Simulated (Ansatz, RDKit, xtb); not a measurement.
# C2H7GeNOSi: which of the isomers drawn lies lowest?

A sample of isomers of C2H7GeNOSi is drawn. Aim: find which of them has the lowest free energy at 298.15 K, then its properties. The sample is small against all isomers, and the most stable one of this formula need not be in it.

The funnel: GFN2-xTB relaxations, single points with a density functional, relaxations at PBE0-D3(BJ)/def2-SVP, harmonic vibrations (at GFN2-xTB), and a last energy at a higher level. All values are calculated.

**1. Drawing up candidates**

Isomers were taken from a list of plausible structures; this is a sample, not all of them. That gives 4 candidates.

| label | SMILES | spin |
| --- | --- | --- |
| c183 | C[O][Ge@@H]([SiH3])[C]#N | singlet |
| c367 | C[O][GeH2][SiH2]C#N | singlet |
| c556 | CO[Si@@H]([GeH3])C#N | singlet |
| c909 | CO[SiH2][GeH2][C]#N | singlet |

Candidates are built by distance geometry, with a force field where one applies, in up to four conformers (letters a to d).

**Question.** With final energies at CCSD(T)/def2-SVP + MP2/def2-TZVPP - MP2/def2-SVP, which structure will this search put lowest in free energy, and by what margin?

| quantity | value |
| --- | --- |
| lowest structure found | CO[Si@@H]([GeH3])C#N, singlet |
| next finalist | CO[SiH2][GeH2][C]#N, singlet, 4.4 kcal/mol higher in G |
| share at equilibrium, among the finalists | 99.9 % |

The search ends on `CO[Si@@H]([GeH3])C#N`. The margin of 4.4 kcal/mol over the next finalist is beyond the usual error of the last level; it says nothing of structures that weren't ranked. HF/STO-3G, r2SCAN-D4/def2-SVP, PBE0-D3(BJ)/def2-SVP, HF/def2-SVP and MP2/def2-SVP already put its bonding pattern lowest among the structures in one piece; GFN2-xTB favours the singlet CO[SiH2][GeH2][C]#N (c909c, not a finalist). 4 minima inside the window were never screened. Lowest found is not proven lowest: the search is finite, and each finalist counts with one conformer. Only 4 drawn patterns were tried, so whole families of isomers are missing, and the result ranks this sample alone.
